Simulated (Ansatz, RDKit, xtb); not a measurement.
**C5H5ClOS: ranking a sample of isomers**

Which of a sample of isomers of C5H5ClOS is the most stable in the gas at 298.15 K, and what are its properties? The sample is small against all isomers, and the most stable one of this formula need not be in it.

The funnel: GFN2-xTB relaxations, single points with a density functional, relaxations at r2SCAN-D4/def2-SVP, harmonic vibrations (at GFN2-xTB), and a last energy at a higher level. All values are calculated.

## Step 1: Drawing up candidates

Isomers were taken from a list of plausible structures; this is a sample, not all of them. That gives 7 candidates.

```tsv
label	SMILES	spin
c044	CCC(=O)C(Cl)=C=S	singlet
c086	OCc1csc(Cl)c1	singlet
c346	COc1cscc1Cl	singlet
c392	C#C/C=C(\Cl)[S@](C)=O	singlet
c684	S=C1C=C(Cl)CCO1	singlet
c967	COc1csc(Cl)c1	singlet
c987	C#C/C(Cl)=C/[S@](C)=O	singlet
```

Candidates are built by distance geometry, with a force field where one applies, in up to four conformers (letters a to d).

Q: Predict the outcome of this search (final energies at CCSD(T)/def2-SVP + MP2/def2-TZVPP - MP2/def2-SVP).

| quantity | value |
| --- | --- |
| lowest structure found | OCc1csc(Cl)c1, singlet |
| next finalist | COc1cscc1Cl, singlet, 6.4 kcal/mol higher in G |
| share at equilibrium, among the finalists | 100.0 % |

`OCc1csc(Cl)c1` comes out lowest. Among the finalists first place is clear (6.4 kcal/mol); structures outside the list aren't covered. MP2/def2-SVP already puts its bonding pattern lowest among the structures in one piece; GFN2-xTB, r2SCAN-D4/def2-SVP, r2SCAN-D4/def2-SVP, relaxed and HF/def2-SVP favour the singlet S=C1C=C(Cl)CCO1; HF/STO-3G favours the singlet COc1cscc1Cl. 2 minima inside the window were never screened. The search is not exhaustive (a finite list of starts, one conformer a finalist), so a lower isomer can't be ruled out. Only 7 drawn patterns were tried, so whole families of isomers are missing, and the result ranks this sample alone.
